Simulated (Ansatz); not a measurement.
**CH4FGaTe: small, medium and large basis sets**

Aim: see how fast density functionals converge with the basis set for CH4FGaTe.

The runs use Ansatz 0.2.0, Gaussian basis; one geometry, several basis sets.

The runs, in order: PBE0-D4/def2-SVP; ωB97M-V/def2-SVP; PBE0-D4/def2-QZVPP; ωB97M-V/def2-QZVPP; the functionals' def2-TZVPP values are taken from earlier runs.

## Step 1: The relaxed structure

All runs share one geometry, relaxed beforehand with PBE0-D4 in a triple-zeta def2 set. Te takes the def2 core potential; no spin-orbit term is included.

SMILES `[CH3][Ga]([F])[TeH]`, 8 atoms, charge 0, spin multiplicity 1.

Atoms are counted from 1 here; the program's logs count them from 0.

Bond lengths: C1–Ga2 1.951 Å, C1–H5 1.092 Å, C1–H6 1.089 Å, C1–H7 1.092 Å, Ga2–F3 1.764 Å, Ga2–Te4 2.510 Å, Te4–H8 1.659 Å. Angles: Ga2–C1–H5 109.2°, Ga2–C1–H6 111.4°, Ga2–C1–H7 109.2°, H5–C1–H6 109.3°, H5–C1–H7 108.2°, H6–C1–H7 109.5°, C1–Ga2–F3 117.4°, C1–Ga2–Te4 132.0°, F3–Ga2–Te4 110.6°, Ga2–Te4–H8 90.2°.

Coordinates:

```
C     0.1343    1.0878   -0.6419
Ga    0.2441   -0.2498    0.7739
F     1.0679    0.2106    2.2641
Te   -0.5912   -2.6126    0.9219
H    -0.4372    1.9453   -0.2812
H    -0.3451    0.6839   -1.5328
H     1.1403    1.4290   -0.8927
H    -1.2130   -2.4941   -0.6113
```

## Step 2: PBE0-D4 in def2-SVP

File in.yaml:

```yaml
crystal:
  periodic: [false, false, false]
  atoms:
    - {symbol: C, position_ang: [0.134274, 1.087764, -0.641913]}
    - {symbol: Ga, position_ang: [0.244054, -0.249803, 0.773941]}
    - {symbol: F, position_ang: [1.067873, 0.210568, 2.264127]}
    - {symbol: Te, position_ang: [-0.591241, -2.612611, 0.921894]}
    - {symbol: H, position_ang: [-0.437181, 1.945268, -0.281200]}
    - {symbol: H, position_ang: [-0.345127, 0.683860, -1.532809]}
    - {symbol: H, position_ang: [1.140332, 1.429044, -0.892701]}
    - {symbol: H, position_ang: [-1.212985, -2.494089, -0.611349]}
basis:
  gaussian: {orbitals: def2-SVP}
hamiltonian: {xc: pbe0, dispersion: d4}
output: {orbitals: {seedname: orbitals}}
```

Launch:

```bash
$ ansatz run in.yaml --threads 4 --pin off --events-out ev --progress --plain --max-ram 10444MiB
```

Further steps of the session: ωB97M-V in def2-SVP; PBE0-D4 in def2-QZVPP; ωB97M-V in def2-QZVPP.

Before running them: what should the planned runs give, taken together? Wanted: PBE0-D4: double and triple zeta above quadruple; ωB97M-V: double and triple zeta above quadruple.

**Answer**, as computed:

```
                                       quantity           value
PBE0-D4: double and triple zeta above quadruple  13.11, 1.45 eV
ωB97M-V: double and triple zeta above quadruple  13.21, 1.41 eV
```

What this shows: For PBE0-D4 the step from double to triple zeta gains 11.66 eV and the next only 1.45 eV. These are total energies; as a rule much of such shifts cancels in differences, which this series doesn't test.
